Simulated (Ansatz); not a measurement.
# C₂H₅IOSi: a ladder of functionals and wavefunction methods

One table from this session's results is given with a row withheld; the runs are named, their logs left out.

The runs use Ansatz 0.2.0, Gaussian basis; functionals in def2-TZVPP, the program's frozen cores in correlated methods.

The runs, in order: PBE-D4, r2SCAN-D4, PBE0-D4, B3LYP-D4, ωB97X-V, ωB97M-V, B2PLYP; CCSD(T)/def2-TZVPP; MP2/def2-QZVPP; extrapolation to the limit.

## Structure used throughout

An earlier PBE0-D4 in a triple-zeta def2 set relaxation fixed the geometry. I takes the def2 core potential; no spin-orbit term is included.

SMILES `[SiH3][C@H]1O[C@@H]1I`, 10 atoms, charge 0, spin multiplicity 1.

Atoms are counted from 1 here; the program's logs count them from 0.

Bond lengths: Si1–C2 1.880 Å, Si1–H6 1.484 Å, Si1–H7 1.484 Å, Si1–H8 1.486 Å, C2–O3 1.452 Å, C2–C4 1.462 Å, C2–H9 1.089 Å, O3–C4 1.378 Å, C4–I5 2.125 Å, C4–H10 1.086 Å. Angles: C2–Si1–H6 109.8°, C2–Si1–H7 108.2°, C2–Si1–H8 108.9°, H6–Si1–H7 110.2°, H6–Si1–H8 109.5°, H7–Si1–H8 110.3°, Si1–C2–O3 115.8°, Si1–C2–C4 121.6°, Si1–C2–H9 119.0°, O3–C2–C4 56.5°, O3–C2–H9 112.6°, C4–C2–H9 115.1°, C2–O3–C4 62.2°, C2–C4–O3 61.4°, C2–C4–I5 120.4°, C2–C4–H10 122.6°, O3–C4–I5 117.7°, O3–C4–H10 117.1° and more.

Set-up of the first run:

in.yaml reads:

```yaml
crystal:
  periodic: [false, false, false]
  atoms:
    - {symbol: Si, position_ang: [-0.854358, -1.121763, 0.622062]}
    - {symbol: C, position_ang: [0.398568, 0.258206, 0.378194]}
    - {symbol: O, position_ang: [1.519409, -0.051210, -0.490749]}
    - {symbol: C, position_ang: [0.605702, 0.884195, -0.927008]}
    - {symbol: I, position_ang: [1.249709, 2.904679, -1.060954]}
    - {symbol: H, position_ang: [-0.278045, -2.175372, 1.494368]}
    - {symbol: H, position_ang: [-1.187613, -1.685647, -0.709854]}
    - {symbol: H, position_ang: [-2.070602, -0.558686, 1.262741]}
    - {symbol: H, position_ang: [0.687012, 0.867381, 1.233997]}
    - {symbol: H, position_ang: [0.013419, 0.627218, -1.799896]}
basis:
  gaussian: {orbitals: def2-TZVPP}
hamiltonian: {xc: pbe, dispersion: d4}
output: {forces: true, orbitals: {seedname: orbitals}}
```

Launch:

```console
ansatz run in.yaml --threads 4 --pin off --events-out ev --progress --plain --max-ram 10444MiB
```

Among the steps run: PBE-D4 (GGA); r2SCAN-D4 (meta-GGA); PBE0-D4 (hybrid); B3LYP-D4 (hybrid); ωB97X-V (range-separated); ωB97M-V (range-separated); B2PLYP (double hybrid); CCSD(T) in def2-TZVPP; MP2 in def2-QZVPP.

One table of the session follows, with a row left open; its other results are not shown here.

It belongs to the step «Atomisation energies». 

```
            method  atomisation energy (kcal/mol)
            PBE-D4                          837.6
         r2SCAN-D4                          819.1
           PBE0-D4                          818.2
          B3LYP-D4                          811.9
           ωB97X-V                          818.9
           ωB97M-V                          815.1
            B2PLYP                          803.4
     HF/def2-TZVPP                              ?
    MP2/def2-TZVPP                          810.5
   CCSD/def2-TZVPP                          776.1
CCSD(T)/def2-TZVPP                          792.3
           MP2/CBS                          834.9
       CCSD(T)/CBS                          816.8
```

Q: Estimate the row for HF/def2-TZVPP from the others.

**Answer.** atomisation energy (kcal/mol): 564.7. In the column «atomisation energy (kcal/mol)» it is the lowest.
